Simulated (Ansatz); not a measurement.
# Cd3TeO2: the cost of one run

Computed with Ansatz 0.2.0 (DFT PBE, scalar-relativistic, plane waves, PAW, unless a step's input says otherwise).

1 further run of the same task is left out (set aside as unsound or not needed).

## 1. Starting point

The structure is trigonal, space group R-3m (No. 166). The conventional cell has a = 6.663 Å, b = 6.663 Å, c = 14.484 Å, α = 90.00°, β = 90.00°, γ = 120.00°. Cd (site symmetry 2/m) is surrounded by 2 O at 2.14 Å and 2 Te at 3.09 Å. Te (site symmetry -3m) has 6 Cd at 3.09 Å as nearest neighbours. Around O (site symmetry 3m) lie 3 Cd at 2.14 Å.

Structure file:

```
Cd Te O
1.0
     3.33126    1.92330    4.82811
    -3.33126    1.92330    4.82811
     0.00000   -3.84661    4.82811
Cd Te O
3 1 2
Direct
  0.50000 0.00000 0.00000
  0.00000 0.50000 0.00000
  0.00000 0.00000 0.50000
  0.00000 0.00000 0.00000
  0.23156 0.23156 0.23156
  0.76844 0.76844 0.76844
```

It is the end of an earlier relaxation with the same method, from a database cell with other species swapped in; it is a trial structure. At a tolerance of 0.02 Å it has space group R-3m (No. 166); it has 30.93 Å³/atom, an uncorrected energy of -0.45 eV/atom over the elements.

## 2. Electronic structure at the relaxed geometry

Contents of input.yaml:

```yaml
crystal:
  lattice:
    - [3.331259536, 1.9233035899, 4.8281055518]
    - [-3.331259536, 1.9233035899, 4.8281055518]
    - [0.0, -3.8466071797, 4.8281055518]
  atoms:
    - { symbol: Cd, position: [0.5, 0.0, 0.0] }
    - { symbol: Cd, position: [0.0, 0.5, 0.0] }
    - { symbol: Cd, position: [0.0, 0.0, 0.5] }
    - { symbol: Te, position: [0.0, 0.0, 0.0] }
    - { symbol: O, position: [0.231558267, 0.231558267, 0.231558267] }
    - { symbol: O, position: [0.768441733, 0.768441733, 0.768441733] }
basis:
  ecutwfc: 420
kpoints:
  mp_grid: { grid: [6, 6, 6] }
  band_path:
    path:
      - [[0.0, 0.0, 0.0], [0.5, 0.5, 0.5], [0.7275418, 0.2724582, 0.5]]
      - [[0.5, -0.2724582, 0.2724582], [0.5, 0.0, 0.0], [0.0, 0.0, 0.0], [0.3862291, -0.3862291, 0.0]]
      - [[0.6137709, 0.0, 0.3862291], [0.5, 0.0, 0.5], [0.0, 0.0, 0.0]]
    npoints: 14
hamiltonian:
  xc: pbe
scf:
  occupations: { method: gaussian, width: 0.02 }
  n_extra_bands: 15
output:
  forces: true
  stress: true
  eigenvalues: true
  populations: true
  dos: { projected: true, de: 0.02, nscf_kmesh: { grid: [9, 9, 9] } }
  bader: true
  write_density: true
  write_potential: true
  elf: true
  volumetric_format: npy
```

The run is started by

```
$ ansatz run input.yaml --threads 1 --pin off --max-ram 2560MiB --backend cpu --events-out ev --progress --plain --runs-dir out
```

Q: Estimate wall time and peak memory on 1 thread of AMD EPYC 9R45 (Zen 5), shared host.

About 72 s, with a peak of 0.92 GiB.
